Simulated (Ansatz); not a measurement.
The system is Cd2S.

```
Cd S
1.0
     3.96267    0.00000    0.00000
    -1.98134    3.43177    0.00000
     0.00000    0.00000    5.80919
Cd S
2 1
Direct
  0.33333 0.66667 0.93272
  0.66667 0.33333 0.57873
  0.33333 0.66667 0.36571
```

The cell comes from a database or a generator and needn't be the stable form of this composition.

Base run:

```yaml
Program: Ansatz 0.2.0
Functional: HSE06
Potentials_or_basis: Ansatz PAW
Cutoff: 420 eV
Density_cutoff: 1680 eV
k_mesh: 6 × 6 × 4
Occupations: fermi-dirac, width 0.05 eV
Spin: no spin polarisation
```

Its results: band gap on the k mesh 0.26 eV, indirect (least direct gap 0.75 eV); largest force 0.242 eV/Å.

Question: The run is repeated on the same cell with these changes: functional from HSE06 to PBE0. What comes out?

Answer: Band gap on the k mesh 0.72 eV, indirect (least direct gap 1.19 eV); largest force 0.243 eV/Å.

Caveats: the PAW data sets come from PBE, with cores solved anew for the run's functional, which leaves a small shift of forces and pressure.

A k mesh can miss the band edges.

Not every run made on this cell is shown here.
